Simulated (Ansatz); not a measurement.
**Molecular dynamics of Cs4Sb2F9**

Input:

```yaml
accuracy: low
crystal:
  lattice:
    - [3.350976, -7.170978, 0.0]
    - [3.350976, 7.170978, 0.0]
    - [0.0, 0.0, 7.231682]
  atoms:
    - { symbol: Cs, position: [0.2395458, 0.7604542, 0.25] }
    - { symbol: Cs, position: [0.7604542, 0.2395458, 0.75] }
    - { symbol: Cs, position: [0.5584188, 0.4415813, 0.25] }
    - { symbol: Cs, position: [0.4415813, 0.5584188, 0.75] }
    - { symbol: Sb, position: [0.9118732, 0.0881268, 0.25] }
    - { symbol: Sb, position: [0.0881268, 0.9118732, 0.75] }
    - { symbol: F, position: [0.1075627, 0.3377187, 0.0515152] }
    - { symbol: F, position: [0.8924373, 0.6622813, 0.9484848] }
    - { symbol: F, position: [0.8924373, 0.6622813, 0.5515152] }
    - { symbol: F, position: [0.6622813, 0.8924373, 0.4484848] }
    - { symbol: F, position: [0.1075627, 0.3377187, 0.4484848] }
    - { symbol: F, position: [0.3377187, 0.1075627, 0.5515152] }
    - { symbol: F, position: [0.3377187, 0.1075627, 0.9484848] }
    - { symbol: F, position: [0.7732523, 0.2267477, 0.25] }
    - { symbol: F, position: [0.2267477, 0.7732523, 0.75] }
basis:
  ecutwfc: 420.0
kpoints:
  mp_grid: { grid: [2, 2, 2] }
hamiltonian:
  xc: pbesol
scf:
  occupations: { method: fermi_dirac, width: 0.05 }
  lower_state_search: "off"
md:
  timestep: 2
  n_steps: 100
  ensemble: npt_langevin
  temperature: 1200.0
  initial_velocities: maxwell_boltzmann
  seed: 407399
  friction: 0.01
  pressure: 0.0
  fix_cell: [shape]
```

Run as:

```bash
$ ansatz run input.yaml --threads 2 --pin off --max-ram 5120MiB --backend cpu --events-out ev --progress --plain --runs-dir out
```

It starts from an unrelaxed structure (largest force component 0.52 eV/Å).

Output, in part (step lines):

```
md step     0: t =     0.00 fs  T =  1120.0 K  F+E_penalty+E_count = -42375.13996316 eV  E_kin = 2.171568 eV  conserved = -42373.57342634 eV  P_inst = 0.1389 GPa  V = 347.5514 Å³  selection 1  (20 SCF iters)
md step     1: t =     2.00 fs  T =  1069.7 K  F+E_penalty+E_count = -42375.11397618 eV  E_kin = 2.073981 eV  conserved = -42373.57301225 eV  P_inst = 0.0448 GPa  V = 347.4767 Å³  selection 1  (13 SCF iters)
md step     2: t =     4.00 fs  T =  1080.6 K  F+E_penalty+E_count = -42375.06738259 eV  E_kin = 2.095185 eV  conserved = -42373.57255320 eV  P_inst = 0.0093 GPa  V = 347.3341 Å³  selection 1  (13 SCF iters)
md step     3: t =     6.00 fs  T =   970.2 K  F+E_penalty+E_count = -42375.00638634 eV  E_kin = 1.881027 eV  conserved = -42373.57208147 eV  P_inst = -0.0952 GPa  V = 347.2484 Å³  selection 1  (14 SCF iters)
md step     4: t =     8.00 fs  T =   898.8 K  F+E_penalty+E_count = -42374.93877081 eV  E_kin = 1.742620 eV  conserved = -42373.57171013 eV  P_inst = -0.1965 GPa  V = 347.2887 Å³  selection 1  (13 SCF iters)
md step     5: t =    10.00 fs  T =   864.1 K  F+E_penalty+E_count = -42374.86607515 eV  E_kin = 1.675476 eV  conserved = -42373.57181147 eV  P_inst = -0.3236 GPa  V = 347.4044 Å³  selection 1  (10 SCF iters)
md step     6: t =    12.00 fs  T =   873.0 K  F+E_penalty+E_count = -42374.78387196 eV  E_kin = 1.692703 eV  conserved = -42373.57180762 eV  P_inst = -0.4435 GPa  V = 347.5643 Å³  selection 1  (10 SCF iters)
md step     7: t =    14.00 fs  T =   809.4 K  F+E_penalty+E_count = -42374.69240047 eV  E_kin = 1.569308 eV  conserved = -42373.57143353 eV  P_inst = -0.5801 GPa  V = 347.7297 Å³  selection 1  (10 SCF iters)
[... lines left out ...]
```

The steps, from the saved trajectory:

| time (fs) | T (K) | potential energy less start (eV) | conserved less start (meV/atom) | P (GPa) | volume (Å³) |
| --- | --- | --- | --- | --- | --- |
| 0.0 | 1120 | 0.000 | 0.00 | 0.1 | 347.6 |
| 6.0 | 970 | 0.134 | 0.09 | -0.1 | 347.2 |
| 12.0 | 873 | 0.356 | 0.11 | -0.4 | 347.6 |
| 18.0 | 675 | 0.641 | 0.12 | -0.8 | 348.0 |
| 24.0 | 602 | 0.908 | 0.11 | -1.2 | 347.7 |
| 30.0 | 659 | 1.132 | 0.13 | -1.3 | 347.4 |
| 36.0 | 560 | 1.243 | 0.16 | -1.2 | 347.5 |
| 42.0 | 780 | 1.230 | 0.15 | -0.7 | 347.5 |
| 48.0 | 866 | 1.067 | 0.07 | -0.1 | 347.9 |
| 54.0 | 886 | 0.876 | -0.01 | 0.7 | 348.1 |
| 60.0 | 775 | 0.930 | 0.01 | 1.7 | 348.3 |
| 66.0 | 621 | 1.054 | 0.20 | 2.1 | 348.9 |
| 72.0 | 569 | 1.040 | 0.18 | 1.9 | 350.1 |
| 78.0 | 738 | 0.928 | 0.07 | 1.1 | 351.7 |
| 84.0 | 789 | 0.979 | 0.04 | 0.2 | 353.9 |
| 90.0 | 807 | 1.170 | 0.12 | -0.3 | 356.4 |
| 96.0 | 778 | 1.406 | 0.15 | -0.6 | 358.1 |
| 102.0 | 675 | 1.611 | 0.16 | -0.4 | 359.6 |
| 108.0 | 710 | 1.758 | 0.17 | 0.0 | 361.1 |
| 114.0 | 721 | 1.791 | 0.17 | 0.2 | 363.1 |
| 120.0 | 760 | 1.690 | 0.14 | 0.1 | 365.6 |
| 126.0 | 759 | 1.570 | 0.14 | 0.1 | 367.7 |
| 132.0 | 819 | 1.497 | 0.08 | 0.0 | 370.2 |
| 138.0 | 795 | 1.503 | 0.07 | 0.1 | 373.3 |
| 144.0 | 986 | 1.456 | 0.14 | 0.2 | 376.6 |
| 150.0 | 1055 | 1.335 | 0.08 | -0.1 | 380.0 |
| 156.0 | 1199 | 1.307 | 0.09 | -0.2 | 383.7 |
| 162.0 | 1233 | 1.363 | 0.09 | -0.2 | 387.2 |
| 168.0 | 1071 | 1.510 | 0.11 | -0.2 | 390.5 |
| 174.0 | 1126 | 1.756 | 0.12 | 0.0 | 394.5 |
| 180.0 | 1014 | 2.025 | 0.14 | -0.1 | 400.2 |
| 186.0 | 1066 | 2.212 | 0.11 | -0.1 | 406.2 |
| 192.0 | 1108 | 2.330 | 0.09 | -0.3 | 412.1 |
| 198.0 | 1009 | 2.410 | 0.12 | -0.6 | 417.6 |

The run went to its last step. The conserved energy stayed within 0.22 meV per atom of its start (net change 0.12 meV per atom), so the integration is sound. The mean temperature of the second half is 21 % below the set value. A run of 0.2 ps of so small a system gives no equilibrium averages. Limits of this set-up: coarse k mesh, odd electron count without spin, low accuracy level. The cell's volume went from 348 to 419 Å³.

Mean squared displacements from the first frame to the last, about the centre of mass, the cell's change included: Cs 0.26 Å², Sb 0.23 Å², F 0.40 Å².

Last frame:

```xyz
15
Lattice="3.5675 -7.6343 0.0000 3.5675 7.6343 0.0000 0.0000 0.0000 7.6989" Properties=species:S:1:pos:R:3
Cs 4.119 3.152 2.025
Cs 3.587 -4.001 5.520
Cs 3.127 -1.154 2.018
Cs 3.383 1.106 5.894
Sb 3.942 -6.388 1.722
Sb 3.319 6.015 5.707
F 1.724 1.588 0.186
F 5.552 -2.466 6.936
F 5.593 -1.983 4.070
F 5.896 1.724 3.255
F 2.142 1.673 3.006
F 1.075 -1.212 3.884
F 1.142 -2.377 7.204
F 3.256 -4.484 1.298
F 3.673 4.016 5.539
```

Time of the run: 15 min on 2 threads of Arm Neoverse V1 (shared host), peak memory 1 GiB.
